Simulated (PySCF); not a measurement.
# Br3Co ([CoBr3]-): the cost of one run

Programs: PySCF 2.14.0, with routines of our own; each step states its level. All values are computed. Atoms count from 0.

## Step 1: The system as given

4 atoms, charge -1, states of the metal's open shell are computed; geometry from: model geometry, bond lengths from ionic radii.

## Step 2: Ligand-field states: state-averaged CASSCF

The job: settings as JSON, then the geometry in Å.

```
{"job": {"kind": "lf", "basis": {"metal": "x2c-TZVPall", "ligand": "x2c-SVPall"}, "nevpt": true}, "charge": -1, "metal": "Co", "open_shell": "d7"}
Co     0.000000     0.000000     0.000000
Br     2.425000     0.000000     0.000000
Br    -1.212500     2.100112     0.000000
Br    -1.212500    -2.100112     0.000000
```

With the program's defaults for keys left out, this is: state-averaged CASSCF of the metal d shell, SC-NEVPT2 on the averaged canonical orbitals, state-interaction spin-orbit coupling.

Launch:

```
$ OMP_NUM_THREADS=1 python lf_run.py task.json out
```

One launch serves the whole session: the jobs run in the order shown.

**Question.** How long does this first job take on 1 thread of Arm Neoverse V2, shared host, and how much memory does it need?

About 13 s, with a peak of 0.36 GiB.
